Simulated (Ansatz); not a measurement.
Ba2Tl5V3O12:

```xyz
22
Lattice="6.6527 0.0495 0.0202 2.8607 8.3646 0.0038 2.6828 2.4694 9.1957" Properties=species:S:1:pos:R:3 pbc="T T T"
Ba    5.5442    0.4859    0.2246
Ba    5.0453    8.8099    3.1356
V     7.8851    6.7880    3.1058
V     2.5747    2.3174    0.3028
V     2.2646    2.2781    6.0800
Tl    3.7845    4.2101    3.2255
Tl    6.5448    4.4409    5.5815
Tl    8.1264    9.0456    6.1615
Tl    6.6930    4.4787    1.0881
Tl    4.6212    7.2113    6.8375
O     3.6229    2.1646    4.9879
O     8.0188    5.0381    3.1811
O     3.7266    2.1571    1.5981
O     7.5372    1.8755    5.1646
O     4.9576    6.4605    9.0991
O     7.0474    7.3889    4.4933
O     8.6870    3.8848    6.7562
O     6.8904    7.1926    1.7495
O     1.1117    1.6298    0.9364
O     5.2975    9.5590    7.4268
O     5.9074    3.9074    8.2110
O     9.3999    7.5353    2.8601
```

The cell was built by a generator and needn't be a form met in nature.

Base run:

```yaml
Program: Ansatz 0.2.0
Functional: PBE
Potentials_or_basis: JTH PAW
Cutoff: "1800 eV (not typed: the program's choice for these potentials)"
k_mesh: 5 × 4 × 3
Occupations: fermi-dirac, width 0.05 eV
Spin: collinear spin, ferromagnetic start
Starting_moments: "[0.0, 0.0, 2.0, 2.0, 2.0, 0.0, 0.0, 0.0, 0.0, 0.0, 0.0, 0.0, 0.0, 0.0, 0.0, 0.0, 0.0, 0.0, 0.0, 0.0, 0.0, 0.0] μB"
```

Its results: band gap on the k mesh 2.90 eV, indirect (least direct gap 3.01 eV); pressure 0.7 GPa; net moment 0.00 μB per cell; largest force 0.319 eV/Å.

**Question.** The run is repeated on the same cell with these changes: functional from PBE to RPBE; potentials or basis from JTH PAW to Ansatz PAW; cutoff from 1800 eV (not typed: the program's choice for these potentials) to 420 eV (not typed: the program's choice for these potentials). What comes out?

**Answer.** Band gap on the k mesh 2.98 eV, indirect (least direct gap 3.09 eV); pressure 2.2 GPa; net moment 0.00 μB per cell; largest force 0.256 eV/Å.

Caveats: spin-orbit coupling is left out, which as a rule narrows the gap of such compounds by several tenths of an eV; the starting moments weren't kept; this barium file gives pressures and gaps apart from those of other sets (some runs); odd divisions of the mesh miss points on the zone boundary, where band edges often lie, so the gap on the mesh can be too wide (some runs); the PAW data sets come from PBE, with cores solved anew for the run's functional, which leaves a small shift of forces and pressure (some runs).
